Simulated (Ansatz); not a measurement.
Geometry optimisation, Ansatz, DFT LDA, scalar-relativistic, plane waves, PAW.

Input file:

```yaml
accuracy: low
crystal:
  lattice:
    - [0.0, 5.43, 5.43]
    - [5.43, 0.0, 5.43]
    - [5.43, 5.43, 0.0]
  atoms:
    - { symbol: Si, position: [0.0, 0.0, 0.0] }
    - { symbol: Si, position: [0.125, 0.125, 0.125] }
    - { symbol: Si, position: [0.0, 0.0, 0.5] }
    - { symbol: Si, position: [0.125, 0.125, 0.625] }
    - { symbol: Si, position: [0.0, 0.5, 0.0] }
    - { symbol: Si, position: [0.125, 0.625, 0.125] }
    - { symbol: Si, position: [0.0, 0.5, 0.5] }
    - { symbol: Si, position: [0.125, 0.625, 0.625] }
    - { symbol: Si, position: [0.5, 0.0, 0.0] }
    - { symbol: Si, position: [0.625, 0.125, 0.125] }
    - { symbol: Si, position: [0.5, 0.0, 0.5] }
    - { symbol: Si, position: [0.625, 0.125, 0.625] }
    - { symbol: Si, position: [0.5, 0.5, 0.0] }
    - { symbol: Si, position: [0.625, 0.625, 0.125] }
    - { symbol: Si, position: [0.5, 0.5, 0.5] }
    - { symbol: Si, position: [0.625, 0.625, 0.625] }
    - { symbol: Cu, position: [0.242855, 0.2494116, 0.7526285], spin: 1.0 }
magnetization:
  spin_polarized: true
basis:
  ecutwfc: 420.0
kpoints:
  mp_grid: { grid: [2, 2, 2] }
hamiltonian:
  xc: lda
  pseudopotentials: { kind: paw, azcp: { folder: soft_1 } }
scf:
  occupations: { method: fermi_dirac, width: 0.05 }
  lower_state_search: "off"
relax:
  f_tol: 0.08
  max_steps: 25
  adjacent_minimum: "off"
output:
  write_density: true
  write_potential: true
  elf: true
  volumetric_format: npy
```

Command:

```bash
$ ansatz run input.yaml --threads 2 --pin off --max-ram 5120MiB --backend cpu --events-out ev --progress --plain --runs-dir out
```

Question: Where does it end, and by what steps?

Answer: The run converged. The threshold is loose, so the end isn't yet a minimum. The force dipped under the threshold on the way, but the program's further checks kept it going. Limits of this set-up: coarse k mesh, PAW files made for another functional, a small cell, in which the defect meets its images, low accuracy level. After 12 steps the energy has fallen by 0.101 eV; Cu17 moved furthest, 0.56 Å.

| step | energy less start (eV) | largest force component (eV/Å) | accepted |
| --- | --- | --- | --- |
| 0 | 0.0000 | 0.408 | yes |
| 1 | -0.0328 | 0.173 | yes |
| 2 | -0.0391 | 0.025 | yes |
| 3 | -0.0395 | 0.012 | yes |
| 4 | -0.0396 | 0.014 | yes |
| 5 | -0.0397 | 0.016 | yes |
| 6 | -0.0407 | 0.046 | yes |
| 7 | -0.0432 | 0.091 | yes |
| 8 | -0.0482 | 0.149 | yes |
| 9 | -0.0560 | 0.159 | yes |
| 10 | -0.0649 | 0.186 | yes |
| 11 | -0.1010 | 0.079 | yes |
| 12 | -0.1010 | 0.079 | yes |

```xyz
17
Lattice="0.0000 5.4300 5.4300 5.4300 0.0000 5.4300 5.4300 5.4300 0.0000" Properties=species:S:1:pos:R:3
Si -0.067 0.065 0.016
Si 1.395 1.465 1.323
Si 2.832 2.589 -0.137
Si 3.961 4.030 1.317
Si 2.699 0.071 2.783
Si 3.965 1.467 4.184
Si 5.360 2.731 2.780
Si 6.817 4.044 4.174
Si 0.029 2.782 2.691
Si 1.299 4.133 4.121
Si 2.649 5.400 2.688
Si 4.207 6.652 3.937
Si 2.617 2.816 5.535
Si 4.029 4.137 6.854
Si 5.455 5.407 5.498
Si 6.726 6.833 6.852
Cu 5.770 5.084 2.359
```

Whether the end is a true minimum wasn't checked by a vibrational analysis.

The run took 93 s on 2 threads of Arm Neoverse V2 (shared host), peak memory 0.7 GiB.
